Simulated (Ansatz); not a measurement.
# BH₇NPSi: up Jacob's ladder to CCSD(T)

How much do the methods differ for BH₇NPSi? The plan is to run it at one geometry with functionals of several rungs and with coupled cluster, and see how far each lands from CCSD(T) at the basis-set limit for the atomisation energy.

The runs use Ansatz 0.2.0, Gaussian basis; functionals in def2-TZVPP, the program's frozen cores in correlated methods.

Plan: LDA (SPW92), PBE-D4, revPBE-D4, BLYP-D4, r2SCAN-D4, B97M-V, PBE0-D4, B3LYP-D4, r2SCANh-D4, r2SCAN0-D4, HSE06-D4, BHLYP-D4, CAM-B3LYP-D4, LC-ωPBE, ωB97X-V, ωB97M-V, B2PLYP, PBE-QIDH; CCSD(T)/def2-SVP; CCSD(T)/def2-TZVPP; MP2/def2-QZVPP; extrapolation to the limit; RPA on PBE.

### 1 The relaxed structure

All runs share one geometry, relaxed beforehand with PBE0-D4 in a triple-zeta def2 set.

SMILES `BP(N)[SiH3]`, 11 atoms, charge 0, spin multiplicity 1.

Atoms are counted from 1 here; the program's logs count them from 0.

Bond lengths: B1–P2 1.824 Å, B1–H5 1.195 Å, B1–H6 1.193 Å, P2–N3 1.698 Å, P2–Si4 2.241 Å, N3–H7 1.008 Å, N3–H8 1.008 Å, Si4–H9 1.485 Å, Si4–H10 1.487 Å, Si4–H11 1.489 Å. Angles: P2–B1–H5 116.0°, P2–B1–H6 121.9°, H5–B1–H6 121.7°, B1–P2–N3 112.4°, B1–P2–Si4 106.9°, N3–P2–Si4 111.0°, P2–N3–H7 118.3°, P2–N3–H8 115.5°, H7–N3–H8 111.6°, P2–Si4–H9 108.0°, P2–Si4–H10 108.7°, P2–Si4–H11 112.5°, H9–Si4–H10 109.8°, H9–Si4–H11 110.1°, H10–Si4–H11 107.7°.

As a file:

```tsv
atom	x (Å)	y (Å)	z (Å)
B1	-1.10654	1.56435	0.08357
P2	-0.72388	-0.20778	0.28065
N3	-0.11103	-0.57116	1.82238
Si4	0.75775	-0.73484	-1.31588
H5	-1.30386	1.93729	-1.03452
H6	-1.27303	2.28143	1.02263
H7	0.78082	-0.18174	2.08633
H8	-0.19396	-1.53459	2.10524
H9	0.20578	-0.28577	-2.61873
H10	0.94288	-2.21028	-1.32780
H11	2.09058	-0.11381	-1.08317
```

### 2 LDA

This LDA is Slater exchange with PW92 correlation.

in.yaml

```yaml
crystal:
  periodic: [false, false, false]
  atoms:
    - {symbol: B, position_ang: [-1.106542, 1.564354, 0.083569]}
    - {symbol: P, position_ang: [-0.723879, -0.207782, 0.280647]}
    - {symbol: N, position_ang: [-0.111027, -0.571156, 1.822375]}
    - {symbol: Si, position_ang: [0.757749, -0.734845, -1.315877]}
    - {symbol: H, position_ang: [-1.303863, 1.937289, -1.034517]}
    - {symbol: H, position_ang: [-1.273034, 2.281426, 1.022630]}
    - {symbol: H, position_ang: [0.780817, -0.181735, 2.086332]}
    - {symbol: H, position_ang: [-0.193958, -1.534591, 2.105238]}
    - {symbol: H, position_ang: [0.205776, -0.285772, -2.618732]}
    - {symbol: H, position_ang: [0.942878, -2.210275, -1.327797]}
    - {symbol: H, position_ang: [2.090583, -0.113813, -1.083167]}
basis:
  gaussian: {orbitals: def2-TZVPP}
hamiltonian: {xc: lda}
output: {orbitals: {seedname: orbitals}}
```

The run is started by

```console
$ ansatz run in.yaml --threads 2 --pin off --events-out ev --progress --plain --max-ram 4352MiB
```

The runs that follow: PBE-D4 (GGA); revPBE-D4 (GGA); BLYP-D4 (GGA); r2SCAN-D4 (meta-GGA); B97M-V (meta-GGA); B3LYP-D4 (hybrid); r2SCANh-D4 (hybrid); r2SCAN0-D4 (hybrid); HSE06-D4 (hybrid); BHLYP-D4 (hybrid); CAM-B3LYP-D4 (range-separated); LC-ωPBE (range-separated); ωB97X-V (range-separated); ωB97M-V (range-separated); B2PLYP (double hybrid); PBE-QIDH (double hybrid); CCSD(T) in def2-SVP; CCSD(T) in def2-TZVPP; MP2 in def2-QZVPP; RPA on PBE orbitals.

**Question.** What will the summary of the whole plan be? Wanted: atomisation energy, CCSD(T)/CBS; farthest beyond LDA; mean size of error, GGA; mean size of error, meta-GGA; mean size of error, hybrid; mean size of error, range-separated; mean size of error, double hybrid; gap, smallest and largest; T1 diagnostic.

As calculated:

| quantity | value |
| --- | --- |
| atomisation energy, CCSD(T)/CBS | 3394.3 kJ/mol |
| functionals within 17.0 kJ/mol (0.5 %) | revPBE-D4, r2SCAN-D4, PBE0-D4, r2SCANh-D4, HSE06-D4 |
| farthest beyond LDA | ωB97X-V (+51.6 kJ/mol) |
| mean size of error, GGA | 30.4 kJ/mol |
| mean size of error, meta-GGA | 32.7 kJ/mol |
| mean size of error, hybrid | 19.2 kJ/mol |
| mean size of error, range-separated | 38.9 kJ/mol |
| mean size of error, double hybrid | 30.9 kJ/mol |
| gap, smallest and largest | 3.33 eV (LDA (SPW92)), 9.91 eV (LC-ωPBE) |
| T1 diagnostic | 0.0160 |
| triples share of the correlation energy | 4.0 % |

**Reading.** The LDA atomisation energy is off by 465.2 kJ/mol (14 %): it overbinds. PBE-D4 is off by +50.0 kJ/mol. Double hybrids carry the basis error of their MP2 part in triple zeta, and no dispersion term here, so their miss is partly the set-up's. By mean error the best rung here is hybrid (19.2 kJ/mol) and the worst beyond LDA is range-separated (38.9 kJ/mol). Misses under about 17.0 kJ/mol are within the doubt on the reference itself, which lacks core-valence correlation, relativity and higher excitations. Hartree-Fock recovers 72 % of the binding; the rest is correlation. CCSD(T) in def2-SVP is off by -271.8 kJ/mol, which most functionals beat. The gap grows from 3.3 to 9.9 eV across the functionals, mostly with the share of exact exchange.
